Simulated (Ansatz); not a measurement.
# Zr3SnSe: the cost of one run

Program: Ansatz 0.2.0. Level of theory: DFT PBE, scalar-relativistic, plane waves, PAW. These are calculated values, not measurements.

3 further runs of the same task are left out: 2 that didn't finish, 1 set aside as unsound or not needed.

## (1) The starting structure

Symmetry: Pm-3m, No. 221, cubic system. Conventional cell: a = 4.982 Å, b = 4.982 Å, c = 4.982 Å, α = 90.00°, β = 90.00°, γ = 90.00°. Zr (site symmetry 4/mmm) has 2 Se at 2.49 Å as nearest neighbours. Sn (site symmetry m-3m) has 12 Zr at 3.52 Å as nearest neighbours. Se (site symmetry m-3m) is surrounded by 6 Zr at 2.49 Å.

Coordinates:

```
Zr Sn Se
1.0
     4.98217    0.00000    0.00000
     0.00000    4.98217    0.00000
     0.00000    0.00000    4.98217
Zr Sn Se
3 1 1
Direct
  0.00000 0.50000 0.50000
  0.50000 0.00000 0.50000
  0.50000 0.50000 0.00000
  0.00000 0.00000 0.00000
  0.50000 0.50000 0.50000
```

The cell was relaxed beforehand at this level, from a generated guess; it is a trial structure. At a tolerance of 0.05 Å it has space group Pm-3m (No. 221); it has 24.73 Å³/atom, an uncorrected energy of -0.17 eV/atom over the elements.

## (2) Electronic structure at the relaxed geometry

Input file input.yaml:

```yaml
crystal:
  lattice:
    - [4.9821672199, 0.0, 0.0]
    - [0.0, 4.9821672199, 0.0]
    - [0.0, 0.0, 4.9821672199]
  atoms:
    - { symbol: Zr, position: [0.0, 0.5, 0.5] }
    - { symbol: Zr, position: [0.5, 0.0, 0.5] }
    - { symbol: Zr, position: [0.5, 0.5, 0.0] }
    - { symbol: Sn, position: [0.0, 0.0, 0.0] }
    - { symbol: Se, position: [0.5, 0.5, 0.5] }
basis:
  ecutwfc: 420
kpoints:
  mp_grid: { grid: [8, 8, 8] }
  band_path:
    path:
      - [[0.0, 0.0, 0.0], [0.0, 0.5, 0.0], [0.5, 0.5, 0.0], [0.0, 0.0, 0.0], [0.5, 0.5, 0.5], [0.0, 0.5, 0.0]]
      - [[0.5, 0.5, 0.5], [0.5, 0.5, 0.0]]
    npoints: 14
hamiltonian:
  xc: pbe
scf:
  occupations: { method: gaussian, width: 0.1 }
  n_extra_bands: 12
output:
  forces: true
  stress: true
  eigenvalues: true
  populations: true
  dos: { projected: true, de: 0.02, nscf_kmesh: { grid: [10, 10, 10] } }
  bader: true
  write_density: true
  write_potential: true
  elf: true
  volumetric_format: npy
```

Run with:

```
ansatz run input.yaml --threads 1 --pin off --max-ram 2560MiB --backend cpu --events-out ev --progress --plain --runs-dir out
```

What time and memory should one allow on 1 thread of Intel Xeon at 2.70GHz, shared host?

About 2 min, with a peak of 0.59 GiB.
